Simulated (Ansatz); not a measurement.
**VWC2 in Ansatz: the effect of functional**

Crystal: VWC2.

```
W V C
1.0
     1.52709    0.88166    4.96657
    -1.52709    0.88166    4.96657
     0.00000   -1.76333    4.96657
W V C
1 1 2
Cartesian
  0.0000 0.0000 0.0000
  0.0000 0.0000 7.4499
  0.0000 0.0000 3.6727
  0.0000 0.0000 11.2270
```

The cell comes from a database or a generator and needn't be the stable form of this composition.

The cell isn't the ideal one: volume scaled by 1.02.

Alike in all runs:

* Program: Ansatz 0.2.0
* Task: single point
* Potentials or basis: Ansatz PAW
* k mesh: 10 × 10 × 10
* Occupations: fermi-dirac, width 0.05 eV
* Spin: collinear spin, ferromagnetic start
* Starting moments: [0.0, 2.0, 0.0, 0.0] μB

```tsv
functional	cutoff	pressure (GPa)	moment (μB)	largest force (eV/Å)
LDA	420 eV (not typed: the program's choice for these potentials)	-22.6	0.00	0.23
r2SCAN	500 eV (not typed: the program's choice for these potentials)	?	?	?
PBE	420 eV (not typed: the program's choice for these potentials)	-8.2	0.00	0.18
```

Task: What does the run with functional r2SCAN give?

Result: Pressure -10.2 GPa; moment 0.62 μB; largest force 0.34 eV/Å.

Caveats: the PAW data sets come from PBE, with cores solved anew for the run's functional, which leaves a small shift of forces and pressure (some runs); the starting moments weren't kept (some runs); the magnetic or orbital state may not be the lowest (some runs).
